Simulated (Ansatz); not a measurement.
# ClGeH3: a dynamics run in two tries

Aim: a short trajectory for this system. SMILES of the start: [Cl][GeH3].

Program: Ansatz 0.2.0. Level of theory: RKS PBE-D4/def2-SVP. These are calculated values, not measurements.

### 1 The structure to begin with

Bond lengths: Ge1–Cl2 2.238 Å, Ge1–H3 1.583 Å, Ge1–H4 1.555 Å, Ge1–H5 1.517 Å. Angles: Cl2–Ge1–H3 107.8°, Cl2–Ge1–H4 110.4°, Cl2–Ge1–H5 101.2°, H3–Ge1–H4 115.4°, H3–Ge1–H5 109.1°, H4–Ge1–H5 111.9°.

Coordinates:

```xyz
5

Ge    0.0270    0.0760   -0.0259
Cl    0.0981   -0.0398    2.2080
H     1.2336    0.9823   -0.5033
H    -1.3804    0.5370   -0.4998
H     0.3075   -1.3657   -0.4049
```

### 2 The run

File input.yaml:

```yaml
crystal:
  periodic: [false, false, false]
  atoms:
    - { symbol: Ge, position_ang: [0.027032, 0.075972, -0.025907] }
    - { symbol: Cl, position_ang: [0.098138, -0.039774, 2.208037] }
    - { symbol: H, position_ang: [1.233646, 0.982328, -0.503348] }
    - { symbol: H, position_ang: [-1.380384, 0.537003, -0.499825] }
    - { symbol: H, position_ang: [0.307472, -1.365665, -0.404851] }
basis:
  gaussian: { orbitals: def2-SVP }
hamiltonian:
  xc: pbe
  dispersion: d4
md:
  timestep: 0.5
  n_steps: 25
  ensemble: berendsen
  temperature: 700.0
  initial_velocities: maxwell_boltzmann
  seed: 679567
  friction: 0.01
```

Command:

```
$ ansatz run input.yaml --threads 1 --pin off --max-ram 2048MiB --backend cpu --events-out ev --progress --plain --runs-dir out
```

What does the calculation give? Wanted: first try.

**Answer**, as computed:

| quantity | value |
| --- | --- |
| first try | refused |
| cause | the word typed for the ensemble or optimiser is not among those the program lists |

In words: The fault in the first input was caught at the input check and cost nothing.
